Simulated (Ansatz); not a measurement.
**AlGaHF+ (doublet): the correlation ladder, cc-pVDZ**

One table from this session's results is given with a row withheld; the runs are named, their logs left out.

Method: cc-pVDZ, core rule «outside noble gas», up to 20 orbitals frozen; program: Ansatz 0.2.0, Gaussian basis.

To be run: UHF; CCSD(T) on ROHF; CCSD(T) on UHF; BCCD(T) on ROHF; CISD; CCSDT(Q) on ROHF; CCSDT(Q) on UHF; CASSCF and MRCISD+Q, 9 electrons in 9 orbitals; CASSCF and NEVPT2, 9 electrons in 9 orbitals.

22 further runs of the same task are left out: 2 for a known fault of the program, 7 that didn't finish, 13 set aside as unsound or not needed.

## The system

The geometry is a PBE0/def2-TZVP stationary point (not a proven minimum) of the parent state, kept for this charge and spin. No spin-orbit coupling is included. The filled d shell of Ga may be among the frozen orbitals whatever the setting's name suggests; the logs give the count.

4 atoms, charge 1, spin multiplicity 2.

Atoms are counted from 1 here; the program's logs count them from 0.

Bond lengths: F1–Al2 1.661 Å, Al2–Ga3 2.657 Å, Al2–H4 1.951 Å, Ga3–H4 1.849 Å. Angles: F1–Al2–Ga3 150.2°, F1–Al2–H4 106.1°, Ga3–Al2–H4 44.1°, Al2–Ga3–H4 47.2°, Al2–H4–Ga3 88.7°.

Set-up of the first run:

in.yaml reads:

```yaml
crystal:
  periodic: [false, false, false]
  atoms:
    - {symbol: F, position_ang: [0.000000, 0.278033, 2.873384]}
    - {symbol: Al, position_ang: [0.000000, -0.336799, 1.330867]}
    - {symbol: Ga, position_ang: [0.000000, 0.037169, -1.299911]}
    - {symbol: H, position_ang: [0.000000, 1.204076, 0.134100]}
basis:
  gaussian: {orbitals: cc-pVDZ}
total_charge: 1
magnetization: {spin_polarized: true, initial_magnetization: 1}
hamiltonian: {xc: hf}
output: {orbitals: {seedname: orbitals}}
```

Run with:

```sh
$ ansatz run in.yaml --threads 1 --pin off --events-out ev --progress --plain --max-ram 2393MiB
```

Among the steps run: UHF; CCSD(T) on ROHF; CCSD(T) on UHF; BCCD(T) on ROHF; CISD; CCSDT(Q) on ROHF; CCSDT(Q) on UHF; CASSCF and MRCISD+Q, 9 electrons in 9 orbitals; CASSCF and NEVPT2, 9 electrons in 9 orbitals.

One of the session's tables, all rows but one given; the rest of the session is left out.

| method | from UCCSDT(Q) (kcal/mol) |
| --- | --- |
| ROHF | +193.84 |
| UHF | +192.29 |
| RMP2 | +20.21 |
| UMP2 | +20.12 |
| RCCSD | +5.09 |
| UCCSD | +5.04 |
| RCCSD(T) | +1.07 |
| UCCSD(T) | +1.06 |
| BCCD(T) | +0.94 |
| RCCSDT | ? |
| UCCSDT | +0.42 |
| RCCSDT(Q) | +0.11 |
| UCCSDT(Q) | 0 |
| CASSCF frontier | +107.74 |
| MRCISD frontier | +9.62 |
| MRCISD+Q frontier | +1.07 |

Q: Estimate the row for RCCSDT from the others.

The run gave: from UCCSDT(Q) (kcal/mol): +0.43. In the column «from UCCSDT(Q) (kcal/mol)» it lies between UCCSDT (+0.42) and BCCD(T) (+0.94).

Not comparable, so not listed: CISD; CASSCF and NEVPT2, 9 electrons in 9 orbitals (they don't share determinant, frozen orbitals or solution with the rows shown, or repeat one).

Caveats from the session: Restricted and unrestricted rows rest on different reference determinants; where their highest levels disagree by more than a few hundredths of an eV, they describe different states and don't form one ladder. Warnings in the runs' records: passed over end.
